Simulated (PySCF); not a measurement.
# H4Tm (Tm(H)4-): the cost of one run

Method: several levels, as the steps say, no spin–orbit coupling; program: PySCF 2.14.0.

1 further run of the same task is left out (for a known fault of the program).

**1. Where the work starts**

5 atoms, charge -1, spin multiplicity 1.

Bond lengths: Tm1–H2 2.056 Å, Tm1–H3 2.056 Å, Tm1–H4 2.056 Å, Tm1–H5 2.056 Å. Angles: H2–Tm1–H3 109.5°, H2–Tm1–H4 109.5°, H2–Tm1–H5 109.5°, H3–Tm1–H4 109.5°, H3–Tm1–H5 109.5°, H4–Tm1–H5 109.5°.

Coordinates:

| atom | x (Å) | y (Å) | z (Å) |
| --- | --- | --- | --- |
| Tm1 | 0.0000 | 0.0000 | 0.0000 |
| H2 | 1.1871 | 1.1871 | 1.1871 |
| H3 | -1.1871 | -1.1871 | 1.1871 |
| H4 | 1.1871 | -1.1871 | -1.1871 |
| H5 | -1.1871 | 1.1871 | -1.1871 |

Formal oxidation states: Tm +3. Each metal's 12 4f electrons lie in its core potential, so multiplicities, spins and levels count the valence alone. An earlier session relaxed this geometry at PBE0, Tm lcecp-1-SVP with ECP58, H def2-SVP (singlet, point group Td).

At PBE0 on the finer grid: E = -41.174267 Eh, HOMO -2.03 eV, LUMO 4.31 eV, Mulliken charge on Tm1 +0.23 e, largest force component 0.002 eV/Å. 

Levels to run: BP86; TPSSh; PBE0, TZVP. Hardware: 2 threads of Intel Xeon Platinum 8488C (Sapphire Rapids), shared host.

**2. BP86**

run.py (the lines that set the calculation) reads:

```python
mol = gto.M(atom='''
Tm     0.00000     0.00000     0.00000
H      1.18708     1.18708     1.18708
H     -1.18708    -1.18708     1.18708
H      1.18708    -1.18708    -1.18708
H     -1.18708     1.18708    -1.18708''',
    basis={'Tm': 'lcecp-1-SVP', 'H': 'def2-SVP'},
    ecp={'Tm': 'lcecp-1-SVP'},
    charge=-1, spin=0)
mf = dft.RKS(mol, xc='B88,P86')
mf.grids.atom_grid = (75, 302)  # f atoms: unpruned, at least (60, 302)
mf = mf.density_fit()  # fitting sets: Tm AutoAux, H def2-universal-JKFIT
mf.conv_tol = 1e-08; mf.max_cycle = 55
mf.kernel(dm0)  # dm0: the density of the relaxed state
```

Run with:

```console
$ OMP_NUM_THREADS=2 python run.py
```

**Question.** How long does this run take on 2 threads of Intel Xeon Platinum 8488C (Sapphire Rapids), shared host?

About 1.5 s.
